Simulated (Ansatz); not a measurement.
# CH₃ClO₂Si: how energies converge with the basis set

The task here is to estimate one member of a computed series from the others.

Computed with Ansatz 0.2.0, Gaussian basis. Level: one geometry, several basis sets.

Levels to be run: PBE0-D4/def2-SVP; ωB97M-V/def2-SVP; PBE0-D4/def2-QZVPP; ωB97M-V/def2-QZVPP; the functionals' def2-TZVPP values are taken from earlier runs.

## Structure used throughout

All runs share one geometry, relaxed beforehand with PBE0-D4 in a triple-zeta def2 set.

8 atoms, charge 0, spin multiplicity 1.

Atoms are counted from 1 here; the program's logs count them from 0.

Bond lengths: O1–C2 1.208 Å, C2–Si3 1.921 Å, C2–H6 1.112 Å, Si3–O4 1.624 Å, Si3–Cl5 2.050 Å, Si3–H7 1.476 Å, O4–H8 0.964 Å. Angles: O1–C2–Si3 117.3°, O1–C2–H6 119.8°, Si3–C2–H6 122.9°, C2–Si3–O4 105.0°, C2–Si3–Cl5 105.5°, C2–Si3–H7 115.3°, O4–Si3–Cl5 113.4°, O4–Si3–H7 110.2°, Cl5–Si3–H7 107.4°, Si3–O4–H8 113.7°.

Set-up of the first run:

The input, in.yaml:

```yaml
crystal:
  periodic: [false, false, false]
  atoms:
    - {symbol: O, position_ang: [0.682025, 0.663964, 1.688351]}
    - {symbol: C, position_ang: [-0.032419, 0.978408, 0.765931]}
    - {symbol: Si, position_ang: [-0.321869, -0.331045, -0.609600]}
    - {symbol: O, position_ang: [0.397222, -1.681068, -0.064254]}
    - {symbol: Cl, position_ang: [0.559773, 0.438081, -2.292877]}
    - {symbol: H, position_ang: [-0.459971, 2.004506, 0.723254]}
    - {symbol: H, position_ang: [-1.735415, -0.601739, -0.937043]}
    - {symbol: H, position_ang: [1.002654, -1.528207, 0.670438]}
basis:
  gaussian: {orbitals: def2-SVP}
hamiltonian: {xc: pbe0, dispersion: d4}
output: {orbitals: {seedname: orbitals}}
```

Run with:

```sh
$ ansatz run in.yaml --threads 2 --pin off --events-out ev --progress --plain --max-ram 4352MiB
```

Among the steps run: PBE0-D4 in def2-SVP; ωB97M-V in def2-SVP; PBE0-D4 in def2-QZVPP; ωB97M-V in def2-QZVPP.

One of the session's tables, all rows but one given; the rest of the session is left out.

It belongs to the step «Functionals by basis». 

```
functional       basis  HOMO (eV)  LUMO (eV)
   PBE0-D4    def2-SVP      -7.42      -1.90
   PBE0-D4  def2-TZVPP          ?          ?
   PBE0-D4  def2-QZVPP      -7.59      -2.17
   ωB97M-V    def2-SVP      -9.68       0.52
   ωB97M-V  def2-TZVPP      -9.84       0.20
   ωB97M-V  def2-QZVPP      -9.88       0.09
```

Q: Estimate the row for PBE0-D4, def2-TZVPP from the others.

The run gave: HOMO (eV): -7.55; LUMO (eV): -2.11. In the column «HOMO (eV)» it lies between PBE0-D4, def2-QZVPP (-7.59) and PBE0-D4, def2-SVP (-7.42).
